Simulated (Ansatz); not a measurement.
# CuN (triplet): from Hartree-Fock to the top rungs, def2-TZVPP

The task here is to estimate one member of a computed series from the others.

Method: def2-TZVPP, core rule «outside noble gas», up to 10 orbitals frozen; program: Ansatz 0.2.0, Gaussian basis.

Plan: UHF; ROHF; CCSD(T) on UHF.

2 further runs of the same task are left out: 2 set aside as unsound or not needed.

## The geometry

The geometry is a PBE0/def2-TZVP stationary point (not a proven minimum).

2 atoms, charge 0, spin multiplicity 3.

Atoms are counted from 1 here; the program's logs count them from 0.

Bond lengths: Cu1–N2 1.810 Å.

The first run:

in.yaml

```yaml
crystal:
  periodic: [false, false, false]
  atoms:
    - {symbol: Cu, position_ang: [0.000000, 0.000000, 0.000000]}
    - {symbol: N, position_ang: [0.000000, 0.000000, 1.810200]}
basis:
  gaussian: {orbitals: def2-TZVPP}
magnetization: {spin_polarized: true, initial_magnetization: 2}
hamiltonian: {xc: hf}
output: {orbitals: {seedname: orbitals}}
```

Started as:

```console
$ ansatz run in.yaml --threads 1 --pin off --events-out ev --progress --plain --max-ram 4096MiB --backend cpu
```

Steps of the session up to this table: UHF; ROHF; CCSD(T) on UHF.

One table of the session follows, with a row left open; its other results are not shown here.

```
  method  from UCCSD(T) (meV)
    ROHF             +17123.1
     UHF                    ?
    UMP2               -626.0
   UCCSD               +765.6
UCCSD(T)                    0
```

Q: Estimate the row for UHF from the others.

**Answer.** from UCCSD(T) (meV): +16849.9. In the column «from UCCSD(T) (meV)» it lies between UCCSD (+765.6) and ROHF (+17123.1).

With the free atoms at the same levels and basis (separate runs), the atomisation energy is 1.402 eV at UCCSD(T), -0.666 eV at ROHF.
